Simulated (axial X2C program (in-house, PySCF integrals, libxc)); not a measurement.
**A two-component session on InO: properties at the nuclei**

Wanted for InO: properties at the nuclei, at the two-component level.

Program: an in-house X2C program for linear molecules on PySCF integrals. Level of theory: two-component X2C with atomic mean-field terms, In dyall-cv3z, O dyall-av3z. These are calculated values, not measurements.

### Step 1. The job

task.json

```json
{"zs": [49, 8], "q": 0, "bas": ["dyall-cv3z", "dyall-av3z"], "r0": 1.93, "levels": ["PBE0", "HF", "r2SCAN", "TPSSh", "B3LYP"], "nst": 3}
```

Keys: zs atomic numbers; q charge; bas basis sets; r0 starting distance in Å; levels methods (HF also brings MP2); nst determinants followed.

Command:

```sh
$ python soeom.py task.json out
```

After this run come: Expectation values, lowest determinant; Expectation values, a higher determinant.

What does the calculation give? Wanted: lowest determinant; Eeff magnitude; Ws magnitude In; A∥/gI In; qzz In; higher determinant (for each run or level that gives them).

**Answer**, as computed:

```
                                        quantity                                    value
                              lowest determinant  Ω = 1/2 (excess of +ω over −ω: ω = 1/2)
                    Eeff magnitude (GV/cm), PBE0                                     9.59
                     Ws magnitude In (kHz), PBE0                                     11.3
                            A∥/gI In (MHz), PBE0                                      438
                             qzz In (a.u.), PBE0                                    -2.66
                              higher determinant  Ω = 3/2 (excess of +ω over −ω: ω = 3/2)
Eeff magnitude (GV/cm), PBE0, higher determinant                                    0.106
 Ws magnitude In (kHz), PBE0, higher determinant                                    0.055
        A∥/gI In (MHz), PBE0, higher determinant                                     49.4
         qzz In (a.u.), PBE0, higher determinant                                    -5.84
```

In the first state, the effective field runs from 8.15 to 10.2 GV/cm over the mean-field levels. The expectation values come from single determinants, which for open shells can mix terms of unlike spin or miss the lowest Ω, so a determinant need not be a state. Eeff is the effective electric field on the electron dipole moment in this Ω state and Ws the scalar–pseudoscalar constant (defined with the proton number Z and per Ω); A∥ is the parallel hyperfine constant, which follows by multiplying with the nuclear g factor gI = μI/(I μN); qzz is the electric field gradient, eQq0 = 234.96 MHz × Q/barn × qzz; μ is positive if O is the positive end. The operators were transformed with the bare-nucleus X2C matrices.
